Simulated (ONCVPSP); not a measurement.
**An ONCV potential for gallium, from input to tests**

Aim: build the potential from the settings below, then test how well it stands in for the atom: other configurations, scattering, ghost states and the plane-wave cutoff that it needs.

Program: ONCVPSP 4.0.1. Reference atom: PBEsol, scalar-relativistic, spherical and spin-unpolarised. All values are calculated.

### 1 Settings

The settings as typed:

- element: gallium (Ga, Z = 31)
- type: optimised norm-conserving Vanderbilt (ONCV)
- frozen core: [Ar]
- valence charge: 13
- reference configuration: 3d10 4s2 (charge +1)
- partial waves: 4s: rc 1.90 bohr, ncon 4, nbas 8, qcut 3.8 1/bohr, 2 projectors, debl 3.6 Ha; p scattering state at 0.16 Ha: rc 1.85 bohr, ncon 4, nbas 7, qcut 4.6 1/bohr, 2 projectors, debl 3.6 Ha; 3d: rc 0.70 bohr, ncon 4, nbas 9, qcut 12.4 1/bohr, 2 projectors, debl 3.2 Ha
- local potential: polynomial inside 0.45 bohr (lpopt 5, dvloc0 6 Ha)
- core correction: not asked for

The outer shells as boxes (Hund's rule for the drawing; the calculation is spin-unpolarised):

```
[Ar] core
3d [↑↓][↑↓][↑↓][↑↓][↑↓]
4s [↑↓]
```

### 2 The generation run

Contents of Ga.dat:

```
# ATOM AND REFERENCE CONFIGURATION
# atsym  z   nc   nv     iexc    psfile
  Ga 31.00    5    2  -116133      upf
#
#   n    l    f
    1    0    2.00
    2    0    2.00
    2    1    6.00
    3    0    2.00
    3    1    6.00
    3    2   10.00
    4    0    2.00
#
# PSEUDOPOTENTIAL AND OPTIMIZATION
# lmax
    2
#
#   l,   rc,      ep,       ncon, nbas, qcut
    0    1.90    0.00    4    8    3.80
    1    1.85    0.16    4    7    4.60
    2    0.70    0.00    4    9   12.40
#
# LOCAL POTENTIAL
# lloc, lpopt,  rc(5),   dvloc0
    4    5    0.45    6.00
#
# VANDERBILT-KLEINMAN-BYLANDER PROJECTORs
# l, nproj, debl
    0    2    3.60
    1    2    3.60
    2    2    3.20
#
# MODEL CORE CHARGE
# icmod, fcfact, rcfact
    0    0.00    0.00
#
# LOG DERIVATIVE ANALYSIS
# epsh1, epsh2, depsh
   -3.00    5.00    0.02
#
# OUTPUT GRID
# rlmax, drl
    6.00    0.01
#
# TEST CONFIGURATIONS
# ncnf
    4
# nvcnf
#   n    l    f
    3
    3    2   10.00
    4    0    2.00
    4    1    1.00
#
    2
    3    2   10.00
    4    0    1.00
#
    2
    3    2   10.00
    4    0    0.00
#
    3
    3    2   10.00
    4    0    1.00
    4    1    2.00
#
```

Launch:

```
oncvpsp.x < Ga.dat > Ga.out
```

**Question.** What will these runs give? Wanted: cutoffs for 1 and 0.1 mHa per electron, occupied waves; bound ghosts; GHOST(+) flags; largest test error; largest phase difference near zero energy, channels read; projector energies reset by the program.

As calculated:

```
                                                quantity                                     value
  cutoffs for 1 and 0.1 mHa per electron, occupied waves                         630 Ha and 813 Ha
                                            bound ghosts           s at -524.48 eV, p at -98.61 eV
                                          GHOST(+) flags                               s at 146 eV
                            largest test error (AE − PS)  +18 meV, for 3d10 4s0 (2 tests unsolved)
largest phase difference near zero energy, channels read                                 0.002 rad
                 projector energies reset by the program                        p: 0.050, 3.650 Ha
```

**Reading.** A bound ghost (s, p) makes it unfit for use: electrons can fall into a state that the atom doesn't have. The worst unpolarised test, 3d10 4s0, is off by 18 meV on 52.3 eV; by total energies transferability rates as good where solved. Atomic tests can pass in spite of a ghost, since they solve only for the levels asked. Of the tests 2 gave no usable energy difference, which is a warning in itself. By its cutoff, 630 Ha for the looser tolerance, it is very hard. At the looser tolerance the 3d wave is the slowest; 4s needs 7 Ha. Near zero energy the phases of the channels with partial waves agree within 0.002 rad. The program also flags highly localised states, GHOST(+) (s). All of this concerns the isolated atom, not yet a solid.
